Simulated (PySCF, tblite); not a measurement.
**C₄H₁₁GeNO: geometry, infrared bands and NMR shifts**

Aim: predict the infrared bands and NMR shifts of C₄H₁₁GeNO (`CC(C)[C](=O)[GeH2][NH2]`).

Computed with tblite 0.8.0 and PySCF 2.14.0, with density-fitted response routines of our own, on a single molecule in the gas phase. Atoms count from 0, in the outputs and in this text.

**1. The starting structure**

18 atoms, charge 0, multiplicity 1; geometry from: force field or distance geometry start.

Bonds of the start (Å): C0–C1 1.51, C1–C2 1.48, C1–C3 1.51, C3–O4 1.25, C3–Ge5 1.90, Ge5–N6 1.85, C0–H7 1.13, C0–H8 1.11, C0–H9 1.13, C1–H10 1.12, C2–H11 1.09, C2–H12 1.13, C2–H13 1.13, Ge5–H14 1.56, Ge5–H15 1.56, N6–H16 1.04, N6–H17 1.04.

**2. Relaxing the molecule with GFN2-xTB**

Job settings and geometry (Å):

```
{"job": {"kind": "relax", "xc": "GFN2-xTB", "basis": "xTB"}, "charge": 0, "multiplicity": 1}
C     -0.683900     0.899600    -1.310400
C     -1.020400    -0.318500    -0.478600
C     -2.357300    -0.182000     0.132900
C      0.093600    -0.492300     0.526900
O     -0.259200    -0.457000     1.729300
Ge     1.901100    -0.772500     0.001600
N      2.670400     0.645900    -0.899600
H     -0.376200     1.745300    -0.623500
H      0.110100     0.650200    -2.044600
H     -1.613100     1.209200    -1.869000
H     -1.003700    -1.260700    -1.085700
H     -2.367800    -0.232000     1.225900
H     -3.019300    -1.037600    -0.199800
H     -2.821100     0.788300    -0.224800
H      1.858800    -1.959200    -1.013500
H      2.725600    -1.271200     1.226400
H      2.484000     1.589100    -0.498500
H      3.669800     0.461900    -1.136300
```

Command:

```
$ OMP_NUM_THREADS=1 python probes_run.py task.json out
```

This one command runs all jobs of the session in turn.

**Question.** This job is followed by: GFN2-xTB harmonic vibrations, gas phase; GIAO PBE0/pcSseg-1 NMR shielding, non-relativistic, gas phase. Predict these results of the whole session: strongest single infrared mode (GFN2-xTB); zero-point energy (GFN2-xTB); ¹³C shifts against TMS (PBE0/pcSseg-1, means over atoms taken as alike); ¹H shifts against TMS (PBE0/pcSseg-1, means over atoms taken as alike); ¹⁷O shifts against H2O (PBE0/pcSseg-1); ⁷³Ge shifts against GeMe4 (PBE0/pcSseg-1); ¹⁵N shifts against NH3 (PBE0/pcSseg-1).

As calculated:

| quantity | value |
| --- | --- |
| strongest single infrared mode (GFN2-xTB) | 1914 cm⁻¹, 599 km/mol |
| zero-point energy (GFN2-xTB) | 87.7 kcal/mol |
| ¹³C shifts against TMS (PBE0/pcSseg-1, means over atoms taken as alike) | 241.1, 54.9, 17.8 ppm |
| ¹H shifts against TMS (PBE0/pcSseg-1, means over atoms taken as alike) | 5.05, 2.64, 1.28, -0.39 ppm |
| ¹⁷O shifts against H2O (PBE0/pcSseg-1) | 769.8 ppm |
| ⁷³Ge shifts against GeMe4 (PBE0/pcSseg-1) | -135 ppm |
| ¹⁵N shifts against NH3 (PBE0/pcSseg-1) | -4.7 ppm |

In words: Over 177 steps the energy fell by 0.744 eV; of the close pairs, C3–Ge5 changed most, 1.903 to 2.016 Å. All 48 modes are real, so the xTB geometry is a minimum. The strongest single mode, at 1914 cm⁻¹, moves mainly H14. GFN2-xTB is a fitted tight-binding method: band positions and strengths are rough. Its intensities can rank the bands wrongly. At PBE0/pcSseg-1: The largest span, 1540 ppm, is at O4, where the paramagnetic term is -837 ppm. Spin-orbit coupling is left out, which matters for shieldings and couplings at and beside the heavy atoms.
